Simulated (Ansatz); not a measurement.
# AlFH8N2Si: the cost of one run

Program: Ansatz 0.2.0. Level of theory: UKS B3LYP-D4/STO-3G. These are calculated values, not measurements.

## 1. The structure to begin with

Bond lengths: Al1–F2 2.110 Å, Al1–N3 1.776 Å, Al1–N4 1.776 Å, Al1–H5 1.742 Å, Al1–Si6 2.712 Å, N3–H7 1.010 Å, N3–H8 1.011 Å, N4–H9 1.011 Å, N4–H10 1.011 Å, Si6–H11 1.476 Å, Si6–H12 1.474 Å, Si6–H13 1.473 Å. Angles (14 of 22 angles, heavy atoms first): F2–Al1–N3 108.7°, F2–Al1–N4 111.1°, F2–Al1–Si6 78.4°, N3–Al1–N4 130.4°, N3–Al1–Si6 109.9°, N4–Al1–Si6 106.1°, F2–Al1–H5 35.1°, N3–Al1–H5 114.5°, N4–Al1–H5 115.1°, H5–Al1–Si6 43.3°, Al1–N3–H7 126.1°, Al1–N3–H8 125.7°, Al1–N4–H9 124.4°, Al1–N4–H10 127.4°.

As a file:

```xyz
13

Al   -0.4500    0.5789    0.2741
F    -0.7116    1.0595   -1.7640
N     0.5990    1.8040    1.0170
N    -1.8724   -0.2646    0.9209
H    -0.0162    0.1519   -1.3579
Si    1.0636   -1.3196   -0.9343
H     0.7859    1.9077    2.0044
H     1.0442    2.5710    0.5324
H    -2.5949   -0.6847    0.3528
H    -2.1460   -0.3517    1.8900
H     1.5522   -1.8521    0.3532
H     0.4465   -2.4920   -1.5809
H     2.2996   -1.1084   -1.7076
```

## 2. Run 1

150 steps of 0.5 fs at constant energy, with velocities drawn for 1000 K.

File input.yaml:

```yaml
crystal:
  periodic: [false, false, false]
  atoms:
    - { symbol: Al, position_ang: [-0.45, 0.5789, 0.2741] }
    - { symbol: F, position_ang: [-0.7116, 1.0595, -1.764] }
    - { symbol: "N", position_ang: [0.599, 1.804, 1.017] }
    - { symbol: "N", position_ang: [-1.8724, -0.2646, 0.9209] }
    - { symbol: H, position_ang: [-0.0162, 0.1519, -1.3579] }
    - { symbol: Si, position_ang: [1.0636, -1.3196, -0.9343] }
    - { symbol: H, position_ang: [0.7859, 1.9077, 2.0044] }
    - { symbol: H, position_ang: [1.0442, 2.571, 0.5324] }
    - { symbol: H, position_ang: [-2.5949, -0.6847, 0.3528] }
    - { symbol: H, position_ang: [-2.146, -0.3517, 1.89] }
    - { symbol: H, position_ang: [1.5522, -1.8521, 0.3532] }
    - { symbol: H, position_ang: [0.4465, -2.492, -1.5809] }
    - { symbol: H, position_ang: [2.2996, -1.1084, -1.7076] }
magnetization:
  spin_polarized: true
basis:
  gaussian: { orbitals: STO-3G }
hamiltonian:
  xc: b3lyp
  dispersion: d4
md:
  timestep: 0.5
  n_steps: 150
  ensemble: nve
  temperature: 1000.0
  initial_velocities: maxwell_boltzmann
  seed: 458015
```

Launch:

```bash
ansatz run input.yaml --threads 1 --pin off --max-ram 2048MiB --backend cpu --events-out ev --progress --plain --runs-dir out
```

**Question.** How long does this run take on 1 thread of Arm Neoverse V2, shared host, and how much memory does it need?

About 8.9 min, with a peak of 0.15 GiB.
